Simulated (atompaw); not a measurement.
**Platinum: generating and testing a PAW (atompaw) potential**

Aim: build the potential from the settings below, then test how well it stands in for the atom: scattering, ghost states and the plane-wave cutoff that it needs.

Program: atompaw 4.2.0.5. Reference atom: LDA (PW92), scalar-relativistic, spherical and spin-unpolarised. All values are calculated.

**1. Starting point**

The settings as typed:

| Item | Value |
| --- | --- |
| element | platinum (Pt, Z = 78) |
| type | PAW |
| frozen core | [Kr] 4d10 4f14 |
| valence charge | 18 |
| reference configuration | 5s2 5p6 5d9 6s0.75 6p0.25 |
| partial waves | 5s (bound): rc 1.80 bohr; 6s (bound): rc 2.00 bohr; 5p (bound): rc 1.75 bohr; 6p (bound): rc 2.00 bohr; 5d (bound): rc 2.00 bohr; 5d channel at 4 Ry: rc 2.00 bohr |
| local potential | ultrasoft scheme with l = 3 at 0 Ry, radius 1.95 bohr |
| core correction | smooth core density matched at 1.55 bohr |
| augmentation charge | sinc compensation charge, radius 1.65 bohr; PAW radius 2.00 bohr; waves and projectors: custom polynom2 7 10 vanderbiltortho |

**2. Generation**

Contents of Pt.input:

```
Pt 78
LDA-PW scalarrelativistic loggrid 2001 logderivrange -10 5 376
6 6 5 4 0 0
6 0 0.75
6 1 0.25
5 2 9
0 0 0
c
c
c
c
v
v
c
c
c
v
v
c
c
v
c
2
2.00 1.65 1.95 1.55
n
n
y
4
n
custom polynom2 7 10 vanderbiltortho sinc
3 0 ultrasoft
1.80
2.00
1.75
2.00
2.00
2.00
PWSCFOUT
UPFDX 0.0125d0 UPFXMIN -7.d0 UPFZMESH 78.d0
END
```

Run with:

```
$ atompaw < Pt.input > Pt.log
```

Before running it: what results should come out? Wanted: cutoffs for 10 and 1 mRy, occupied levels; bound ghosts; largest phase difference near zero energy, channels read; lowest eigenvalue of the overlap; share of valence orbitals outside the PAW sphere; UPF file.

**Answer**, as computed:

```
                                                quantity                                      value
               cutoffs for 10 and 1 mRy, occupied levels                           25 Ry and 100 Ry
                                            bound ghosts                                 none found
largest phase difference near zero energy, channels read                                  0.003 rad
         lowest eigenvalue of the overlap (Bessel basis)                                  0.707 (s)
        share of valence orbitals outside the PAW sphere  5s 0 %, 6s 80 %, 5p 2 %, 6p 96 %, 5d 27 %
                                                UPF file                                    written
```

**Reading.** By its cutoff, 25 Ry for the looser tolerance, it is soft on the atom at that tolerance. The tighter tolerance needs 100 Ry, and converged work needs a cutoff nearer that. The Bessel-basis test finds no level below the valence levels. Near zero energy the phases of the channels with partial waves agree within 0.003 rad. Note that the frozen 4f shell (-71 eV) lies higher than the valence 5s shell (-103 eV). These are tests on the free atom; a crystal test is still owed.
